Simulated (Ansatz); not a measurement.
## 2 structures of YZn: a ranking of polymorphs by energy, step by step

Computed with the Python package of Ansatz (0.2.0).

Run as a notebook:

```python
import ansatz as az
import numpy as np
import spglib


def compute(name, crystal):
    calc = crystal.calculation()
    calc = calc.functional('pbesol')
    calc = calc.basis(510)
    calc = calc.kpoints(spacing=0.15)
    calc = calc.occupations('fermi_dirac', width=0.1)
    calc = calc.stress()
    calc = calc.band_table()
    return calc.run()


def space_group(outcome):
    sites = outcome.report['lattice']['sites']
    kinds = sorted({site['symbol'] for site in sites})
    cell = (outcome.lattice.cell_ang, [site['position_frac'] for site in sites], [kinds.index(site['symbol']) for site in sites])
    return spglib.get_spacegroup(cell, symprec=0.01)
```

```python
def volume_per_atom(outcome):
    return abs(np.linalg.det(outcome.lattice.cell_ang)) / len(outcome.lattice.sites)
```

```python
def pressure_gpa(outcome):
    return float(np.trace(outcome.report['stress_gpa']) / 3)

phases = {}
fm_3m = (
    az.Lattice.fcc(5.92597)
    .space_group(225)
    .atom('Y', (0.0, 0.0, 0.0))
    .atom('Zn', (0.5, 0.0, 0.0))
    .primitive()
)
phases['Fm-3m'] = fm_3m
pm_3m = (
    az.Lattice.from_parameters(3.56, 3.56, 3.56, alpha=90.0, beta=90.0, gamma=90.0)
    .atom('Y', (0.0, 0.0, 0.0))
    .atom('Zn', (0.5, 0.5, 0.5))
)
phases['Pm-3m'] = pm_3m
```

```python
done = {name: compute(name, crystal) for name, crystal in phases.items()}
```

```python
energy = {name: o.report['energy_sigma0_ev'] / len(o.lattice.sites) for name, o in done.items()}
lowest = min(energy.values())
rows = [(name, len(o.lattice.sites), 1000 * (energy[name] - lowest), space_group(o), volume_per_atom(o), pressure_gpa(o)) for name, o in done.items()]
rows.sort(key=lambda row: row[2])
print('| phase | atoms | dE (meV/atom) | space group | V (A^3/atom) | P (GPa) |')
print('| --- | --- | --- | --- | --- | --- |')
for row in rows:
    print(f'| {row[0]} | {row[1]:d} | {row[2]:.1f} | {row[3]} | {row[4]:.3f} | {row[5]:.2f} |')
print('order:', ' < '.join(row[0] for row in rows))
```

    | phase | atoms | dE (meV/atom) | space group | V (A^3/atom) | P (GPa) |
    | --- | --- | --- | --- | --- | --- |
    | Pm-3m | 2 | 0.0 | Pm-3m (221) | 22.559 | -2.07 |
    | Fm-3m | 2 | 315.9 | Fm-3m (225) | 26.013 | -2.53 |
    order: Pm-3m < Fm-3m

By space group at the end of each run: Pm-3m (+0 meV an atom, 22.6 Å³) and Fm-3m (+316 meV an atom, 26.0 Å³).

Pressure is positive in compression. The cells come from databases of deposited and of computed structures, and not all need be stable phases. The ranking holds among these structures alone, at zero temperature; the ground state may be another structure. Differences under 10 to 15 meV an atom lie within the error of mesh and functional. Finished in 11 s on 1 thread of Arm Neoverse V1 (shared host), peak memory 0.45 GiB.
